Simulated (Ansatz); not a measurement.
# SrMo2: the cost of one run

Method: DFT PBE, scalar-relativistic, plane waves, PAW, in Ansatz 0.2.0.

## (1) The system as given

Symmetry: P3m1, No. 156, trigonal system. Conventional cell: a = 3.650 Å, b = 3.650 Å, c = 4.973 Å, α = 90.00°, β = 90.00°, γ = 120.00°. Sr (site symmetry 3m) has 3 Mo at 2.12 Å in its first shell of neighbours. Mo (site symmetry 3m) is surrounded by 3 Sr at 2.12 Å. Mo (site symmetry 3m) has 6 Mo at 3.05 to 3.47 Å and 6 Sr at 3.23 to 3.29 Å in its first shell of neighbours.

As a file:

```
CELL_PARAMETERS angstrom
3.64976 0.00000 0.00000
-1.82488 3.16079 0.00000
0.00000 0.00000 4.97340
ATOMIC_POSITIONS crystal
Sr 0.00000 0.00000 0.17976
Mo 0.33333 0.66667 0.13243
Mo 0.66667 0.33333 0.68781
```

Recipe of the guess: PtS2 type (P-3m1) distorted into a subgroup (P3m1, No. 156). Its size is a rough estimate.

## (2) The guess as it stands, on a coarse mesh

Contents of input.yaml:

```yaml
crystal:
  lattice:
    - [3.64976065, 0.0, 0.0]
    - [-1.82488033, 3.16078544, 0.0]
    - [0.0, 0.0, 4.97340178]
  atoms:
    - { symbol: Sr, position: [0.0, 0.0, 0.17975676] }
    - { symbol: Mo, position: [0.33333333, 0.66666667, 0.13242867] }
    - { symbol: Mo, position: [0.66666667, 0.33333333, 0.68781457] }
basis:
  ecutwfc: 420
kpoints:
  mp_grid: { grid: [6, 6, 4] }
hamiltonian:
  xc: pbe
scf:
  occupations: { method: gaussian, width: 0.1 }
  lower_state_search: "off"
output:
  forces: true
  stress: true
  eigenvalues: true
```

On the command line:

```sh
ansatz run input.yaml --threads 1 --pin off --max-ram 2560MiB --backend cpu --events-out ev --progress --plain --runs-dir out
```

Q: Estimate wall time and peak memory on 1 thread of Intel Xeon at 2.50GHz (Skylake/Cascade Lake), shared host.

About 6.6 s, with a peak of 0.35 GiB.
